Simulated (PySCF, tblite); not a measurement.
# C₇H₁₃N₂P: geometry, infrared bands and NMR shifts

Wanted: the infrared bands and NMR shifts of C₇H₁₃N₂P (`CC#C[P@@](=N)(NC)C1CC1`), by calculation.

Computed with tblite 0.8.0 and PySCF 2.14.0, with density-fitted response routines of our own, on a single molecule in the gas phase. Atoms count from 0, in the outputs and in this text.

## (1) The molecule as given

23 atoms, charge 0, multiplicity 1; geometry from: force field or distance geometry start.

Bonds of the start (Å): C0–C1 1.50, C1–C2 1.20, C2–P3 1.77, P3–N4 1.60, P3–N5 1.74, N5–C6 1.46, P3–C7 1.79, C7–C8 1.51, C8–C9 1.52, C9–C7 1.52, C0–H10 1.09, C0–H11 1.10, C0–H12 1.12, N4–H13 1.02, N5–H14 1.03, C6–H15 1.13, C6–H16 1.12, C6–H17 1.10, C7–H18 1.12, C8–H19 1.09, C8–H20 1.13, C9–H21 1.10, C9–H22 1.10.

## (2) Geometry optimisation with GFN2-xTB

What the job is given:

```
{"job": {"kind": "relax", "xc": "GFN2-xTB", "basis": "xTB"}, "charge": 0, "multiplicity": 1}
C      3.525900    -1.243500    -0.894300
C      2.209700    -0.650800    -0.501200
C      1.169900    -0.162500    -0.157400
P     -0.367300     0.596900     0.299500
N     -0.223800     1.259500     1.753900
N     -0.840800     1.860000    -0.803300
C     -0.838100     3.114700    -0.049100
C     -1.617100    -0.676300     0.475800
C     -1.795300    -1.729000    -0.592200
C     -1.099500    -2.081900     0.714800
H      3.543600    -1.396900    -1.973500
H      3.730800    -2.166100    -0.323800
H      4.341500    -0.519400    -0.621800
H      0.629900     1.015800     2.258800
H     -1.752000     1.702900    -1.259800
H     -1.477700     2.951600     0.865400
H      0.217200     3.247800     0.312800
H     -1.172800     3.973800    -0.646000
H     -2.473600    -0.434800     1.149500
H     -1.194600    -1.654300    -1.501200
H     -2.849400    -2.130300    -0.633000
H     -1.668600    -2.673600     1.452500
H     -0.002400    -2.176800     0.683600
```

Launch:

```bash
$ OMP_NUM_THREADS=1 python probes_run.py task.json out
```

One launch serves the whole session: the jobs run in the order shown.

The log of the run:

```text
step      E/eV     max force
  0    -812.57090    3.436
  1    -812.81392    3.609
  2    -812.91675    2.902
  3    -813.03535    0.887
  4    -813.10355    0.777
  5    -813.16814    0.956
  6    -813.22968    0.632
  7    -813.28188    0.543
  8    -813.32431    0.438
  9    -813.36254    0.531
 10    -813.39262    0.333
 11    -813.41565    0.309
 12    -813.43452    0.299
 13    -813.45247    0.291
 14    -813.47082    0.290
 15    -813.48597    0.248
 16    -813.49648    0.199
 17    -813.50482    0.176
 18    -813.51267    0.205
 19    -813.51916    0.189
 20    -813.52385    0.202
 21    -813.52708    0.220
 22    -813.53064    0.191
 23    -813.53513    0.180
 24    -813.54034    0.140
 25    -813.54329    0.126
 26    -813.54630    0.131
 27    -813.54844    0.106
 28    -813.55023    0.078
 29    -813.55159    0.074
 30    -813.55286    0.094
 31    -813.55412    0.083
 32    -813.55548    0.086
 33    -813.55705    0.095
 34    -813.55889    0.097
 35    -813.56085    0.118
 36    -813.56278    0.090
 37    -813.56480    0.125
 38    -813.56751    0.175
 39    -813.57159    0.208
 40    -813.57677    0.193
 41    -813.58132    0.143
 42    -813.58419    0.106
 43    -813.58635    0.120
 44    -813.58862    0.110
 45    -813.59088    0.124
 46    -813.59284    0.092
 47    -813.59435    0.116
 48    -813.59581    0.130
 49    -813.59738    0.104
 50    -813.59932    0.058
 51    -813.60005    0.079
 52    -813.60086    0.085
 53    -813.60166    0.065
 54    -813.60276    0.073
 55    -813.60392    0.081
 56    -813.60506    0.079
 57    -813.60610    0.066
 58    -813.60699    0.088
 59    -813.60776    0.067
 60    -813.60848    0.059
 61    -813.60931    0.055
 62    -813.61004    0.057
 63    -813.61103    0.060
 64    -813.61209    0.069
 65    -813.61320    0.079
 66    -813.61430    0.059
 67    -813.61541    0.068
 68    -813.61642    0.086
 69    -813.61684    0.137
 70    -813.61845    0.089
 71    -813.61996    0.111
 72    -813.62189    0.118
 73    -813.62414    0.125
 74    -813.62680    0.121
 75    -813.62460    0.362
 76    -813.62981    0.089
 77    -813.63087    0.065
 78    -813.63229    0.234
 79    -813.63403    0.076
 80    -813.63511    0.077
 81    -813.63953    0.182
 82    -813.64148    0.098
 83    -813.64326    0.116
 84    -813.64439    0.086
 85    -813.64580    0.106
 86    -813.64805    0.106
 87    -813.65000    0.151
 88    -813.65163    0.098
 89    -813.65315    0.126
 90    -813.65504    0.144
 91    -813.65822    0.134
 92    -813.66077    0.186
 93    -813.66266    0.099
 94    -813.66349    0.154
 95    -813.66454    0.094
 96    -813.66566    0.109
 97    -813.66710    0.059
 98    -813.66831    0.077
 99    -813.66858    0.036
100    -813.66893    0.039
101    -813.66922    0.049
102    -813.66960    0.043
103    -813.66999    0.057
104    -813.67032    0.056
105    -813.67060    0.045
106    -813.67087    0.039
107    -813.67112    0.040
108    -813.67128    0.105
109    -813.67144    0.033
110    -813.67154    0.037
111    -813.67170    0.021
112    -813.67184    0.025
113    -813.67205    0.031
114    -813.67223    0.033
115    -813.67240    0.030
116    -813.67254    0.029
117    -813.67270    0.027
118    -813.67286    0.026
119    -813.67301    0.020
120    -813.67319    0.026
121    -813.67344    0.038
122    -813.67379    0.045
123    -813.67413    0.041
124    -813.67439    0.032
125    -813.67458    0.033
126    -813.67479    0.039
127    -813.67506    0.042
128    -813.67534    0.039
129    -813.67555    0.030
130    -813.67574    0.032
131    -813.67593    0.033
132    -813.67612    0.025
133    -813.67626    0.034
134    -813.67637    0.023
135    -813.67649    0.023
136    -813.67667    0.027
137    -813.67688    0.038
138    -813.67714    0.041
139    -813.67737    0.037
140    -813.67761    0.037
141    -813.67791    0.037
142    -813.67832    0.046
143    -813.67874    0.045
144    -813.67903    0.034
145    -813.67920    0.028
146    -813.67934    0.027
147    -813.67950    0.031
148    -813.67967    0.026
149    -813.67981    0.028
150    -813.67994    0.026
151    -813.68008    0.024
152    -813.68024    0.028
153    -813.68042    0.030
154    -813.68057    0.028
155    -813.68069    0.023
156    -813.68079    0.019
157    -813.68086    0.015
158    -813.68090    0.015
159    -813.68093    0.014
160    -813.68096    0.011
161    -813.68099    0.011
162    -813.68102    0.014
163    -813.68105    0.011
164    -813.68107    0.014
165    -813.68110    0.013
166    -813.68113    0.011
167    -813.68116    0.011
168    -813.68118    0.011
169    -813.68120    0.014
170    -813.68122    0.010
171    -813.68124    0.008
```

It took 2.8 s on 1 thread of Arm Neoverse N1, shared host; peak memory 0.18 GiB.

Along the way: (not every step is listed)

```csv
step,energy from step 0 (eV),largest force (eV/Å)
0,0.0000,3.4364
1,-0.2430,3.6088
2,-0.3458,2.9024
3,-0.4644,0.8867
4,-0.5326,0.7770
5,-0.5972,0.9565
6,-0.6588,0.6324
7,-0.7110,0.5428
8,-0.7534,0.4382
23,-0.9642,0.1800
38,-0.9966,0.1748
53,-1.0308,0.0648
68,-1.0455,0.0864
83,-1.0724,0.1160
98,-1.0974,0.0771
113,-1.1011,0.0305
128,-1.1044,0.0389
143,-1.1078,0.0451
158,-1.1100,0.0146
166,-1.1102,0.0114
167,-1.1103,0.0114
168,-1.1103,0.0110
169,-1.1103,0.0141
170,-1.1103,0.0100
171,-1.1103,0.0081
```

Close pairs (by a distance rule), those that changed most:

```csv
bond,before (Å),after (Å),change (Å)
P3–N5,1.742,1.661,-0.081
C0–C1,1.496,1.444,-0.052
P3–N4,1.605,1.554,-0.050
C8–H20,1.129,1.080,-0.049
C6–H15,1.128,1.092,-0.036
C6–H16,1.124,1.088,-0.036
C0–H12,1.124,1.090,-0.034
P3–C7,1.793,1.827,+0.034
```

The end geometry stands in the next job.

## (3) Infrared spectrum with GFN2-xTB

What the job is given:

```
{"job": {"kind": "ir", "xc": "GFN2-xTB", "basis": "xTB"}, "charge": 0, "multiplicity": 1}
C      3.278468    -1.006835    -1.193769
C      2.060065    -0.524362    -0.586167
C      1.008324    -0.168672    -0.114456
P     -0.378768     0.580998     0.737163
N     -0.089710     1.320039     2.073637
N     -1.048616     1.700861    -0.291072
C     -0.686685     3.099777    -0.192967
C     -1.606980    -0.769027     0.665737
C     -1.623060    -1.736488    -0.479372
C     -1.126374    -2.176923     0.856032
H      3.147536    -1.107799    -2.271296
H      3.542002    -1.978183    -0.775442
H      4.090047    -0.306398    -0.998279
H      0.243388     0.726594     2.817924
H     -1.192189     1.363313    -1.235351
H     -1.550033     3.719215    -0.444606
H     -0.404869     3.279410     0.842315
H      0.148379     3.373923    -0.844299
H     -2.549412    -0.481515     1.121715
H     -0.894533    -1.600880    -1.266047
H     -2.580553    -2.098868    -0.823238
H     -1.730259    -2.853262     1.442469
H     -0.060922    -2.327934     0.969445
```

The log of the run:

```text
mode    cm-1     km/mol
  1     -27.0      0.02
  2      46.4      0.32
  3      54.1      0.41
  4      70.1      3.08
  5      90.1      0.41
  6     131.4      1.21
  7     179.4      6.80
  8     180.5      1.42
  9     229.7      6.01
 10     257.7      5.75
 11     274.5      8.38
 12     287.3      7.25
 13     308.3      1.51
 14     346.9     12.30
 15     383.0     29.20
 16     405.2     79.35
 17     416.3     12.91
 18     512.4     61.08
 19     562.6    113.34
 20     682.2     95.74
 21     787.7     67.48
 22     805.0      7.29
 23     828.1     13.64
 24     890.1    142.60
 25     966.7      1.67
 26     984.6     22.08
 27    1008.0     30.48
 28    1015.0      4.76
 29    1018.6      6.75
 30    1041.3     26.31
 31    1067.1      0.42
 32    1071.0      1.10
 33    1082.5      3.58
 34    1090.4      0.40
 35    1113.2      3.47
 36    1129.3    103.78
 37    1151.6      0.68
 38    1186.1    101.07
 39    1215.7    124.93
 40    1306.2     61.98
 41    1333.6     11.41
 42    1383.7      1.90
 43    1400.5      0.90
 44    1428.0      0.18
 45    1447.3      6.32
 46    1449.0      7.22
 47    1473.5     12.88
 48    1477.6      0.29
 49    1490.1      4.95
 50    2304.7    137.21
 51    2938.7     53.93
 52    2977.2     61.56
 53    3000.2     19.37
 54    3003.5     16.39
 55    3006.8     21.94
 56    3010.4     23.08
 57    3040.2      1.99
 58    3063.3     13.50
 59    3074.4     15.16
 60    3083.4     16.40
 61    3096.8     60.30
 62    3368.7      3.75
 63    3430.2      3.34
```

Wall time 2 s (1 thread of Arm Neoverse N1, shared host); peak memory 0.18 GiB.

Which atoms move in the most intense modes:

```csv
cm⁻¹,km/mol,atoms
405,79.3,H13 54 %
563,113.3,"P3 32 %, H14 23 %"
682,95.7,"P3 42 %, C7 25 %"
890,142.6,"H13 64 %, N4 14 %, P3 13 %"
1129,103.8,"N5 41 %, C6 35 %, H16 10 %"
1186,101.1,"N4 28 %, H18 24 %, P3 16 %"
1216,124.9,"N4 30 %, P3 21 %, H18 18 %"
2305,137.2,"C1 54 %, C2 44 %"
```

## (4) NMR shieldings: PBE0/pcSseg-1

Settings changed since step 3:

```diff
@@ -1,2 +1,2 @@
-{"job": {"kind": "ir", "xc": "GFN2-xTB", "basis": "xTB"}, "charge": 0, "multiplicity": 1}
+{"job": {"kind": "nmr", "xc": "PBE0", "basis": "pcSseg-1"}, "charge": 0, "multiplicity": 1}
 C      3.278468    -1.006835    -1.193769
```

Method: GIAO PBE0/pcSseg-1 NMR shielding, non-relativistic, gas phase.

The log of the run:

```text
coarse grid: 19416 points
cycle   1  E = -724.4991344994  dE =  1.650e+00  |g| = 7.202e-01  |ddm| = 4.761e+00
cycle   2  E = -724.3485606096  dE =  1.506e-01  |g| = 1.072e+00  |ddm| = 2.923e+00
cycle   3  E = -724.6092214170  dE = -2.607e-01  |g| = 2.180e-01  |ddm| = 2.311e+00
cycle   4  E = -724.6209050479  dE = -1.168e-02  |g| = 4.111e-02  |ddm| = 3.571e-01
cycle   5  E = -724.6212271897  dE = -3.221e-04  |g| = 1.701e-02  |ddm| = 5.506e-02
cycle   6  E = -724.6212784255  dE = -5.124e-05  |g| = 8.561e-03  |ddm| = 2.274e-02
cycle   7  E = -724.6212945730  dE = -1.615e-05  |g| = 2.877e-03  |ddm| = 8.306e-03
cycle   8  E = -724.6212965377  dE = -1.965e-06  |g| = 4.626e-04  |ddm| = 3.181e-03
final grid: 182208 points
cycle   9  E = -724.6777575278  dE = -6.343e-05  |g| = 1.027e-02  |ddm| = 6.736e-02
cycle  10  E = -724.6777471169  dE =  1.041e-05  |g| = 1.257e-02  |ddm| = 2.244e-02
cycle  11  E = -724.6777815116  dE = -3.439e-05  |g| = 2.646e-03  |ddm| = 1.404e-02
cycle  12  E = -724.6777831609  dE = -1.649e-06  |g| = 5.181e-04  |ddm| = 3.420e-03
cycle  13  E = -724.6777832128  dE = -5.183e-08  |g| = 2.468e-04  |ddm| = 6.348e-04
cycle  14  E = -724.6777832270  dE = -1.424e-08  |g| = 7.099e-05  |ddm| = 3.492e-04
cycle  15  E = -724.6777832281  dE = -1.135e-09  |g| = 1.916e-05  |ddm| = 1.225e-04
cycle  16  E = -724.6777832282  dE = -8.913e-11  |g| = 3.895e-06  |ddm| = 3.003e-05
converged SCF energy = -724.6777832282

GIAO shielding tensors (ppm)
atom      isotropic    diamagn.    paramagn.     s11        s22        s33       span
  0 C      181.656     254.686     -73.029    173.468    173.726    197.775     24.307
  1 C       80.699     273.082    -192.383     -7.188      5.757    243.530    250.718
  2 C      105.028     279.555    -174.527     12.287     24.152    278.646    266.360
  3 P      318.549     965.228    -646.679    227.992    276.353    451.302    223.310
  4 N      213.949     322.219    -108.269    162.549    217.043    262.256     99.707
  5 N      213.838     328.942    -115.105    180.136    201.912    259.465     79.329
  6 C      160.637     241.437     -80.800    133.910    158.567    189.434     55.523
  7 C      169.664     259.956     -90.292    135.448    151.422    222.122     86.674
  8 C      183.504     254.305     -70.801    155.227    178.825    216.459     61.232
  9 C      184.897     256.440     -71.543    157.555    179.083    218.052     60.497
 10 H       29.727      30.279      -0.552     24.440     28.128     36.614     12.174
 11 H       29.707      29.369       0.338     24.338     28.373     36.411     12.073
 12 H       29.663      28.212       1.451     24.366     27.831     36.792     12.426
 13 H       30.881      32.981      -2.100     24.451     28.425     39.768     15.317
 14 H       30.908      36.639      -5.732     21.489     32.253     38.981     17.492
 15 H       29.107      26.189       2.918     23.246     26.908     37.168     13.923
 16 H       27.279      27.649      -0.370     20.944     28.860     32.035     11.091
 17 H       29.342      28.652       0.691     23.418     27.599     37.011     13.593
 18 H       31.055      32.439      -1.384     24.773     28.100     40.292     15.519
 19 H       31.338      34.443      -3.105     25.103     29.781     39.131     14.029
 20 H       31.174      31.000       0.173     25.240     26.060     42.220     16.979
 21 H       31.176      30.995       0.181     24.977     26.200     42.350     17.373
 22 H       31.212      33.923      -2.711     24.420     29.899     39.317     14.897
```

It took 100 s on 1 thread of Arm Neoverse N1, shared host; peak memory 1 GiB.

The references, computed at this level on geometries of the same kind, shield at (ppm): 1H TMS 31.72, 13C TMS 186.9, 15N NH3 267.7, 31P H3PO4 318.4. Their shielding less the atom's gives the shift. The references are single molecules in the gas phase, so shifts against H2O, NH3, PH3, H3PO4 or CFCl3 are not on the usual liquid scales and can be off by tens of ppm. Atoms listed in one row are averaged.

```csv
atoms,environment,σ (ppm),δ (ppm),δ scaled to CDCl3
C1,alkyne carbon,80.7,106.2,101.8
C2,alkyne carbon,105.0,81.9,78.0
C6,methyl carbon bonded to N,160.6,26.3,23.7
C7,three-membered-ring carbon,169.7,17.3,14.9
C0,propargylic methyl carbon,181.7,5.3,3.2
C8,three-membered-ring carbon,183.5,3.4,1.4
C9,three-membered-ring carbon,184.9,2.0,0.1
"H15, H16, H17",hydrogen on a methyl carbon bonded to N,28.58,3.14,3.07
"H10, H11, H12",hydrogen on a propargylic methyl carbon,29.70,2.02,2.01
H13,hydrogen on a nitrogen bonded to P,30.88,0.84,–
H14,"hydrogen on a nitrogen bonded to C, P",30.91,0.81,–
H18,hydrogen on a three-membered-ring carbon,31.05,0.66,0.73
H20,hydrogen on a three-membered-ring carbon,31.17,0.54,0.62
H21,hydrogen on a three-membered-ring carbon,31.18,0.54,0.62
H22,hydrogen on a three-membered-ring carbon,31.21,0.50,0.58
H19,hydrogen on a three-membered-ring carbon,31.34,0.38,0.46
P3,"phosphorus bonded to 2 C, 2 N",318.5,-0.2,–
N5,"nitrogen bonded to C, P, H",213.8,53.9,–
N4,"nitrogen bonded to P, H",213.9,53.8,–
```

The scaled column applies a straight-line fit of computed shieldings to shifts measured in CDCl3 (root-mean-square error 0.16 ppm for H, 1.9 ppm for C).

Charges from the same density, by scheme (e):

```csv
atoms,Mulliken,IAO,Hirshfeld,ESP fit
C0,-0.17,-0.44,-0.09,-0.54
C1,-0.33,0.01,-0.02,0.23
C2,-0.31,-0.42,-0.14,-0.36
P3,1.15,1.51,0.43,0.70
N4,-0.63,-0.99,-0.40,-0.83
N5,-0.65,-0.64,-0.18,-0.56
C6,-0.09,-0.31,-0.07,-0.07
C7,-0.50,-0.41,-0.09,-0.28
C8,-0.19,-0.29,-0.09,-0.39
C9,-0.19,-0.29,-0.09,-0.14
```

Mayer bond orders: C0–C1 1.20, C1–C2 2.77, C2–P3 0.77, P3–N4 1.83, P3–N5 0.99, N5–C6 0.95, P3–C7 0.87, C7–C8 0.92, C8–C9 0.97, C9–C7 0.93.

Ring of atoms C7, C8, C9: NICS(0) -44.9, NICS(1) -10.0, NICS(1)zz -26.2 ppm (means of both faces).

In rings of three or four atoms NICS is ruled by the nearby σ bonds, so it says little on aromaticity.

## (5) What came out

| quantity | value |
| --- | --- |
| strongest single infrared mode (GFN2-xTB) | 890 cm⁻¹, 143 km/mol |
| zero-point energy (GFN2-xTB) | 116.5 kcal/mol |
| 13C shifts against TMS (PBE0/pcSseg-1) | 106.2, 81.9, 26.3, 17.3, 5.3, 3.4, 2.0 ppm |
| 1H shifts against TMS (PBE0/pcSseg-1, means over atoms taken as alike) | 3.14, 2.02, 0.84, 0.81, 0.66, 0.54, 0.54, 0.50, 0.38 ppm |
| 31P shifts against H3PO4 (PBE0/pcSseg-1) | -0.2 ppm |
| 15N shifts against NH3 (PBE0/pcSseg-1) | 53.9, 53.8 ppm |

The optimisation took 171 steps and gained 1.110 eV; among the close pairs (by a distance rule), P3–N5 changed most, from 1.742 to 1.661 Å. The lowest mode is imaginary (27i cm⁻¹), so the xTB geometry is not a minimum. The strongest single mode, at 890 cm⁻¹, moves mainly H13. Unscaled tight-binding wavenumbers are off by several per cent, some by more. Its intensities can rank the bands wrongly. H15, H16, H17 (mean) (hydrogen on a methyl carbon bonded to N) lies farthest downfield among hydrogen, at 3.14 ppm; its carbon carries N, hence the downfield position. At PBE0/pcSseg-1: The widest tensor belongs to C2: span 266 ppm, with a paramagnetic part of -175 ppm.
